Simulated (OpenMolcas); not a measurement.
# Cr³⁺ among point charges: CASSCF and CASPT2 levels and susceptibility

Aim: the splitting of the states of Cr³⁺ in the field of 5 point charges, its lowest levels with spin-orbit coupling and its magnetic susceptibility.

The numbers are computed with OpenMolcas 26.06 (state-averaged CASSCF and CASPT2, spin-orbit coupling by RASSI with atomic mean-field integrals), except any that are marked as measured or tabulated.

### 1 Starting point

- Species: Cr³⁺ (chromium, Z = 24, 21 electrons)
- Basis: ANO-RCC-VDZP [5s4p2d1f], 34 functions
- Scalar Hamiltonian: DKH2, point nucleus
- Inactive shells: 1s 2s 2p 3s 3p
- Active space: 3 electrons in 5 orbitals (3d)
- Some configurations of this space: 3d3
- Orbitals: optimised for each spin and parity, averaged over all roots

The outer shells:

3d3
```
3d [↑ ][↑ ][↑ ][  ][  ]
```

The ion sits among 5 point charges of -1.5 e arranged as a trigonal bipyramid (D3h), 2.06 Å from the ion, with the axial distance 2.410 Å.

The work runs as a chain of OpenMolcas steps in one folder; each step below is one input file. Labels, J, g values, rates, χT and fits are worked out afterwards by a script from the matrices that RASSI stores.

### 2 One- and two-electron integrals

a.inp

```
&GATEWAY
Coord
1

Cr 0.0 0.0 0.0
Basis=ANO-RCC-VDZP
Group=NoSym
NoMove
AngMom=0.0 0.0 0.0
AMFI
XField
5 Angstrom 0
2.060000 0.000000 0.000000 -1.500000
-1.030000 1.784012 0.000000 -1.500000
-1.030000 -1.784012 0.000000 -1.500000
0.000000 0.000000 2.410200 -1.500000
0.000000 0.000000 -2.410200 -1.500000
&SEWARD
```

The run is started by

```
$ OMP_NUM_THREADS=1 MOLCAS_MEM=1689 MOLCAS_PROJECT=a pymolcas a.inp > a.log
```

### 3 CASSCF: quartets, 10 roots

a.inp

```
&RASSCF
FileOrb=start.orb
Symmetry=1
Spin=4
nActEl=3 0 0
Inactive=9
Ras2=5
CIRoot=10 10 1
SDav=10
CIMx=300
Iter=120 100
PrWF=0.3
OrbListing=Nothing
MaxOrb=0
>>> COPY $Project.JobIph JOB001
```

start.orb holds the contracted functions of the basis, ordered by shell, or the orbitals of the step before.

### 4 CASSCF: doublets, 40 roots

a.inp

```
&RASSCF
FileOrb=start.orb
Symmetry=1
Spin=2
nActEl=3 0 0
Inactive=9
Ras2=5
CIRoot=40 40 1
SDav=40
CIMx=300
Iter=120 100
PrWF=0.3
OrbListing=Nothing
MaxOrb=0
>>> COPY $Project.JobIph JOB002
```

### 5 RASSI: spin-orbit coupling between the states

a.inp

```
&RASSI
NrOfJobIphs=2 10 40
1 2 3 4 5 6 7 8 9 10
1 2 3 4 5 6 7 8 9 10 11 12 13 14 15 16 17 18 19 20 21 22 23 24 25 26 27
28 29 30 31 32 33 34 35 36 37 38 39 40
IphNames
JOB001
JOB002
EJob
SpinOrbit
DIPRint=1.0
SOCoupling=1000.0
Subsets=2
Property=9
'ANGMOM' 1 'ANGMOM' 2 'ANGMOM' 3 'MLTPL  1' 1 'MLTPL  1' 2 'MLTPL  1' 3
'AMFI' 1 'AMFI' 2 'AMFI' 3
SOProperty=3
'ANGMOM' 1 'ANGMOM' 2 'ANGMOM' 3
```

### 6 CASPT2: IPEA 0.25, imaginary shift 0.1 (closed shells correlated: 3s 3p)

a.inp

```
>>> COPY JOB001 $Project.JobIph
&CASPT2
Multistate=10 1 2 3 4 5 6 7 8 9 10
NoMult
Frozen=5
IPEA=0.25
Imaginary=0.1
MaxIter=60
WThr=0.0 0.3 0.05
PrWF=0.5
NoMix
>>> COPY JOB002 $Project.JobIph
&CASPT2
Multistate=40 1 2 3 4 5 6 7 8 9 10 11 12 13 14 15 16 17 18 19 20 21 22
23 24 25 26 27 28 29 30 31 32 33 34 35 36 37 38 39 40
NoMult
Frozen=5
IPEA=0.25
Imaginary=0.1
MaxIter=60
WThr=0.0 0.3 0.05
PrWF=0.5
NoMix
```

(Steps that only read results are left out.)

What does the calculation give? Wanted: spin-free ground state; first state of the same spin within the active space; lowest level; next level.

The runs gave:

| quantity | value |
| --- | --- |
| method | SS-CASPT2, IPEA 0.25, imaginary shift 0.1 (closed shells correlated: 3s 3p) |
| spin-free ground state | 4E, 2-fold in its orbital part |
| first state of the same spin within the active space | 4A2 at 976 cm⁻¹ |
| lowest level | 2-fold E1/2, g = 0.09, 0.09, 1.91 |
| next level | 119.7 cm⁻¹ |
| χT at 300 K | 1.09 cm³ K/mol |
| effective moment at 300 K | 2.95 μB |

Cost by method:

```tsv
method	time of its own steps	time with the reference
A. CASSCF	11 s	11 s
B. SS-CASPT2, IPEA 0.25, imaginary shift 0.1, +3s 3p	4.7 s	16 s
```

Times are of one thread on a shared host.

The spin-free ground state (4E) comes to 100 % from free-ion F terms and keeps the highest spin of the shell. χT at 300 K is 1.09, against 1.88 cm³ K/mol for the spin alone, so spin-orbit coupling lowers it. CASPT2 does not keep the components of a term degenerate, and the means are used. The field of point charges can differ much from that of real complexes. This is an electrostatic model: the charges have no orbitals.
